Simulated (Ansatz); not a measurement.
# Ti3Al: further runs on the relaxed cell

An exercise on one series of results from a longer session: the logs are not shown, and one member is left open.

The COD entry's cell or inner coordinates are ideal or old and differ from later refinements, so a difference from it is no clean test against experiment.

Method: DFT PBE, scalar-relativistic, plane waves, PAW, in Ansatz 0.2.0.

1 further run of the same task is left out (set aside as unsound or not needed).

### The system as given

It takes space group P6_3/mmc (No. 194, hexagonal). Conventional cell: a = 5.755 Å, b = 5.755 Å, c = 4.654 Å, α = 90.00°, β = 90.00°, γ = 120.00°. Ti (site symmetry mm2) is surrounded by 8 Ti at 2.82 to 2.93 Å and 4 Al at 2.84 to 2.88 Å. Al (site symmetry -6m2) has 12 Ti at 2.84 to 2.88 Å as nearest neighbours.

Coordinates:

```
CELL_PARAMETERS angstrom
5.75531 0.00000 0.00000
-2.87765 4.98424 0.00000
0.00000 0.00000 4.65433
ATOMIC_POSITIONS crystal
Ti 0.83024 0.16976 0.25000
Ti 0.66049 0.83024 0.75000
Ti 0.83024 0.66049 0.25000
Ti 0.16976 0.83024 0.75000
Ti 0.33951 0.16976 0.25000
Ti 0.16976 0.33951 0.75000
Al 0.33333 0.66667 0.25000
Al 0.66667 0.33333 0.75000
```

It is the result of an earlier relaxation at this level (volume 16.69 Å³/atom; gap on the mesh: none (metal)).

Set-up of the first run:

Input file input.yaml:

```yaml
crystal:
  lattice:
    - [5.7553064975, 0.0, 0.0]
    - [-2.8776532488, 4.9842416334, 0.0]
    - [0.0, 0.0, 4.6543270156]
  atoms:
    - { symbol: Ti, position: [0.8302437514, 0.1697562486, 0.25] }
    - { symbol: Ti, position: [0.6604875028, 0.8302437514, 0.75] }
    - { symbol: Ti, position: [0.8302437514, 0.6604875028, 0.25] }
    - { symbol: Ti, position: [0.1697562486, 0.8302437514, 0.75] }
    - { symbol: Ti, position: [0.3395124972, 0.1697562486, 0.25] }
    - { symbol: Ti, position: [0.1697562486, 0.3395124972, 0.75] }
    - { symbol: Al, position: [0.3333333333, 0.6666666667, 0.25] }
    - { symbol: Al, position: [0.6666666667, 0.3333333333, 0.75] }
basis:
  ecutwfc: 420
kpoints:
  mp_grid: { grid: [9, 9, 8] }
hamiltonian:
  xc: pbesol
scf:
  occupations: { method: gaussian, width: 0.1 }
output:
  forces: true
  stress: true
  eigenvalues: true
relax:
  adjacent_minimum: "off"
  f_tol: 0.005
  max_steps: 50
  cell: { stress_tol: 0.05 }
```

Command:

```bash
$ ansatz run input.yaml --threads 2 --pin off --max-ram 5120MiB --backend cpu --events-out ev --progress --plain --runs-dir out
```

Among the steps run: Relaxing with PBEsol; Relaxing with PBE+D3(BJ); The cell under LDA; The cell under r2SCAN.

One table of the session follows, with a row left open; its other results are not shown here.

It belongs to the step «One structure, several functionals». 

| functional | a (Å) | b (Å) | c (Å) | volume (Å³/atom) |
| --- | --- | --- | --- | --- |
| PBE | 5.755 | 5.755 | 4.654 | 16.69 |
| PBEsol | 5.688 | 5.688 | 4.608 | 16.14 |
| PBE+D3(BJ) | 5.660 | 5.660 | 4.587 | 15.91 |
| LDA | ? | ? | ? | ? |
| r2SCAN | 5.747 | 5.747 | 4.631 | 16.56 |

**Question.** Estimate the row for LDA.

The run gave: a (Å): 5.616; b (Å): 5.616; c (Å): 4.567; volume (Å³/atom): 15.60. In the column «a (Å)» it is the lowest.
